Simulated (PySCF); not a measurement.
# CH5B2ClO (SMILES CBOBCl) at 5 levels

Aim: a comparison of 5 runs (HF/3-21G, HF/def2-SVP, PBE0/def2-SVP, TPSS/def2-SVP, PBE/6-31+G*) of CH5B2ClO. 

Program for the calculation: PySCF 2.14.0.

## Step 1: The molecule

The species is CH5B2ClO (10 atoms), meant as a singlet with charge 0. SMILES: `CBOBCl`. Geometry: relaxed at GFN2-xTB. This is one conformer, not always the lowest.

Bond lengths: C1–B2 1.590 Å, B2–O3 1.313 Å, O3–B4 1.295 Å, B4–Cl5 1.744 Å, C1–H6 1.088 Å, C1–H7 1.085 Å, C1–H8 1.089 Å, B2–H9 1.179 Å, B4–H10 1.176 Å. Some angles: C1–B2–O3 119.8°, B2–O3–B4 175.2°, O3–B4–Cl5 119.2°, C1–B2–H9 122.4°, O3–B2–H9 117.8°, B2–C1–H6 111.2°, B2–C1–H7 113.1°, B2–C1–H8 110.2°, O3–B4–H10 122.4°, Cl5–B4–H10 118.4°.

## Step 2: Energy and gradient at HF/3-21G (run 1)

The input, start.xyz:

```xyz
10

C     -1.040630    -0.845240     0.933240
B      0.018930    -0.820670    -0.251710
O      0.682150     0.281960    -0.511030
B      1.239760     1.418680    -0.780820
Cl     0.466440     2.499440    -1.909760
H     -1.729400    -0.005260     0.863530
H     -1.624030    -1.759480     0.963520
H     -0.534510    -0.746720     1.892570
H      0.262270    -1.773830    -0.901860
H      2.259020     1.751130    -0.297660
```

The input, job.py:

```python
from pyscf import gto

mol = gto.M(
    atom='start.xyz',
    max_memory=1860,
    verbose=4,
    basis='3-21g',
)

myscf = mol.RHF()
myscf.conv_tol = 1e-10
myscf.kernel()
if not myscf.converged:
    myscf = myscf.newton().run(myscf.mo_coeff, myscf.mo_occ)

e_tot = myscf.e_tot
print('E(%s) = %.9f' % ('HF', e_tot))
grad = myscf.nuc_grad_method().kernel()
dip = myscf.dip_moment()
pop, q = myscf.mulliken_pop()
```

Launch:

```console
$ OMP_NUM_THREADS=1 python job.py
```

The log of the run:

```text
PySCF version 2.14.0

[... 64 lines left out ...]
converged SCF energy = -621.534690699777
[... 12 lines left out ...]
Dipole moment(X, Y, Z, Debye):  0.32594, -1.49498,  1.66064
[... 70 lines left out ...]
charge of    9H =     -0.02294
```

It took 5.4 s on 1 thread of Intel Xeon at 2.50GHz (Skylake/Cascade Lake), shared host; peak memory 0.13 GiB.

## Step 3: Energy and gradient at HF/def2-SVP (run 2)

The input, input.py:

```python
from pyscf import gto, scf

mol = gto.M(
    atom='''
C     -1.966506    -1.597272     1.763568
B      0.035773    -1.550842    -0.475663
O      1.289077     0.532827    -0.965707
B      2.342807     2.680917    -1.475536
Cl     0.881444     4.723257    -3.608923
H     -3.268092    -0.009940     1.631835
H     -3.068972    -3.324935     1.820789
H     -1.010078    -1.411096     3.576439
H      0.495618    -3.352053    -1.704268
H      4.268929     3.309156    -0.562496
''',
    basis='def2-svp',
    spin=0,
    max_memory=1860,
    unit='bohr',
    verbose=4,
)

mf = scf.RHF(mol)
mf.conv_tol = 1e-10
mf.kernel()
if not mf.converged:
    mf = mf.newton().run(mf.mo_coeff, mf.mo_occ)

etot = mf.e_tot
print('Final energy', etot)
grad = mf.nuc_grad_method().kernel()
dip = mf.dip_moment()
pop, q = mf.mulliken_pop()
```

Launch:

```console
$ OMP_NUM_THREADS=1 python input.py
```

The log of the run:

```text
PySCF version 2.14.0

[... 66 lines left out ...]
converged SCF energy = -624.382069464811
Final energy -624.3820694648113
[... 11 lines left out ...]
Dipole moment(X, Y, Z, Debye):  0.04697, -0.91430,  1.08122
[... 110 lines left out ...]
charge of    9H =     -0.10130
```

Run time: 21 s. Hardware: 1 thread of Intel Xeon at 2.50GHz (Skylake/Cascade Lake), shared host; peak memory 0.21 GiB.

Run 3 isn't shown in full; the table further down has it.

## Step 4: Energy and forces at TPSS/def2-SVP (run 4)

The input, job.py:

```python
# CBOBCl
import pyscf.grad
from pyscf import gto, dft

mol = gto.M(
    atom='''
C     -1.966506    -1.597272     1.763568
B      0.035773    -1.550842    -0.475663
O      1.289077     0.532827    -0.965707
B      2.342807     2.680917    -1.475536
Cl     0.881444     4.723257    -3.608923
H     -3.268092    -0.009940     1.631835
H     -3.068972    -3.324935     1.820789
H     -1.010078    -1.411096     3.576439
H      0.495618    -3.352053    -1.704268
H      4.268929     3.309156    -0.562496
''',
    max_memory=1860,
    verbose=4,
    unit='bohr',
    charge=0,
    basis='def2-svp',
)

myscf = dft.RKS(mol)
myscf.xc = 'tpss'
myscf.conv_tol = 1e-10
myscf.grids.level = 5
myscf.kernel()
if not myscf.converged:
    myscf = myscf.newton().run(myscf.mo_coeff, myscf.mo_occ)

e_final = myscf.e_tot
print(f'total energy: {e_final:.8f} hartree')
grad = myscf.Gradients().kernel()
dip = myscf.dip_moment()
pop, q = myscf.mulliken_pop()
```

Launch:

```console
$ OMP_NUM_THREADS=1 python job.py
```

The log of the run:

```text
PySCF version 2.14.0

[... 81 lines left out ...]
converged SCF energy = -626.15484298209
total energy: -626.15484298 hartree
[... 12 lines left out ...]
Dipole moment(X, Y, Z, Debye): -0.20951, -0.78944,  1.00040
[... 110 lines left out ...]
charge of    9H =     -0.03866
```

Wall time 2 min (1 thread of Intel Xeon at 2.50GHz (Skylake/Cascade Lake), shared host); peak memory 1 GiB.

## Step 5: Energy and gradient at PBE/6-31+G(d) (spherical functions) (run 5)

The input, input.py:

```python
from pyscf import gto, dft

mol = gto.M(
    atom='''
C     -1.966506    -1.597272     1.763568
B      0.035773    -1.550842    -0.475663
O      1.289077     0.532827    -0.965707
B      2.342807     2.680917    -1.475536
Cl     0.881444     4.723257    -3.608923
H     -3.268092    -0.009940     1.631835
H     -3.068972    -3.324935     1.820789
H     -1.010078    -1.411096     3.576439
H      0.495618    -3.352053    -1.704268
H      4.268929     3.309156    -0.562496
''',
    basis='6-31+g*',
    charge=0,
    verbose=3,
    max_memory=1860,
    unit='bohr',
    spin=0,
)

ks = dft.RKS(mol)
ks.xc = 'pbe'
ks.grids.level = 5
ks.conv_tol = 1e-10
ks.kernel()
if not ks.converged:
    ks = ks.newton().run(ks.mo_coeff, ks.mo_occ)

e_final = ks.e_tot
print('E = %.10f Eh' % e_final)
grad = ks.nuc_grad_method().kernel()
ks.analyze()
```

Launch:

```console
$ OMP_NUM_THREADS=1 python input.py
```

The log of the run:

```text
converged SCF energy = -625.927265440142
[... 22 lines left out ...]
MO #13  energy= -0.595701317522411 occ= 2
[... 12 lines left out ...]
MO #26  energy= -0.0122794183940442 occ= 0
[... 12 lines left out ...]
MO #39  energy= 0.115215089198231  occ= 0
[... 12 lines left out ...]
MO #52  energy= 0.294551374805684  occ= 0
[... 12 lines left out ...]
MO #65  energy= 0.693403076346202  occ= 0
[... 12 lines left out ...]
MO #78  energy= 1.09253908814763   occ= 0
[... 12 lines left out ...]
MO #91  energy= 1.6970703975057    occ= 0
[... 12 lines left out ...]
MO #104 energy= 3.38738001012514   occ= 0
[... 11 lines left out ...]
Dipole moment(X, Y, Z, Debye): -0.14864, -0.99705,  1.14473
```

It took 93 s on 1 thread of Intel Xeon at 2.50GHz (Skylake/Cascade Lake), shared host; peak memory 1.1 GiB.

## Step 6: The series

```
run                              level  integration grid  energy (Eh)  dipole moment (D)  HOMO energy (eV)  LUMO energy (eV)  wall time
  1                           HF/3-21G                 –  -621.534691               2.26            -12.03              3.54      5.4 s
  2                        HF/def2-SVP                 –  -624.382069               1.42            -11.98              3.45       21 s
  3                      PBE0/def2-SVP                 5  -625.744669               1.32             -8.54             -0.37       94 s
  4                      TPSS/def2-SVP                 5  -626.154843               1.29             -7.30             -1.20      2 min
  5  PBE/6-31+G* (spherical functions)                 5  -625.927265               1.53             -7.26             -1.52       93 s
```

## Step 7: Results

| quantity | value |
| --- | --- |
| run 5: total energy | -625.92727 Eh |
| run 5: dipole moment | 1.53 D |
| run 5: HOMO energy | -7.26 eV |
| run 5: LUMO energy | -1.52 eV |
| run 5: HOMO–LUMO gap | 5.74 eV |
| run 5: largest force on an atom | 2.266 eV/Å |

**Reading.** The dipole moment (its size) runs from 1.29 D (TPSS/def2-SVP) to 2.26 D (HF/3-21G). The two ends differ in method and basis. The HOMO–LUMO gap runs from 5.74 eV (PBE/6-31+G*) to 15.57 eV (HF/3-21G). Totals of different functionals can't be ranked against each other. All runs together took 5.5 min, the longest 2 min.
